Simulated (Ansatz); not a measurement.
The system is CsLiCr2Te2S3.

```
CELL_PARAMETERS angstrom
3.42162 -5.18069 0.00784
3.42162 5.18069 0.00784
-2.90411 0.00000 7.43093
ATOMIC_POSITIONS crystal
Cs 0.09374 0.09374 0.00853
Li 0.58875 0.58875 0.55336
Cr 0.05646 0.46755 0.55790
Cr 0.46755 0.05646 0.55790
Te 0.56486 0.87357 0.29035
Te 0.87357 0.56486 0.29035
S 0.81151 0.39697 0.73347
S 0.39697 0.81151 0.73347
S 0.21404 0.21404 0.48371
```

The cell was built by a generator and needn't be a form met in nature.

Base run:

```yaml
Program: Ansatz 0.2.0
Functional: revPBE
Potentials_or_basis: Ansatz PAW
Cutoff: 420 eV
Density_cutoff: 1680 eV
k_mesh: 5 × 5 × 4
Occupations: fermi-dirac, width 0.05 eV
Spin: collinear spin, ferromagnetic start
Starting_moments: "[0.0, 0.0, 3.0, 3.0, 0.0, 0.0, 0.0, 0.0, 0.0] μB"
```

Its results: band gap on the k mesh none (metal or under the smearing width); pressure 1.3 GPa; net moment 4.01 μB per cell; site moments Cs -0.00; Li +0.00; Cr +2.06; Te -0.15; S -0.07, -0.06 μB; largest force 0.131 eV/Å.

After a change of settings the same cell gave: band gap on the k mesh none (metal or under the smearing width); pressure 2.2 GPa; net moment 4.01 μB per cell; site moments Cs +0.00; Li +0.00; Cr +1.97; Te -0.12; S -0.04 μB; largest force 0.247 eV/Å. Which change was it?
A. functional from revPBE to PBE; hubbard terms from none to Cr d U = 2 eV; hubbard projectors from none to ortho-atomic (the default)
B. functional from revPBE to PBE; potentials or basis from Ansatz PAW to JTH PAW; cutoff from 420 eV to 1230 eV; density cutoff from 1680 eV to 7380 eV; valence electrons from 90 to 70
C. functional from revPBE to BLYP
D. functional from revPBE to r2SCAN; cutoff from 420 eV to 500 eV; density cutoff from 1680 eV to 2000 eV

C.

Caveats: the potentials were made for another functional, which shifts forces and pressure; only a ferromagnetic start was run, and an antiferromagnetic order may lie lower in energy; the PAW data sets come from PBE, with cores solved anew for the run's functional, which leaves a small shift of forces and pressure.

Not every run made on this cell is shown here.
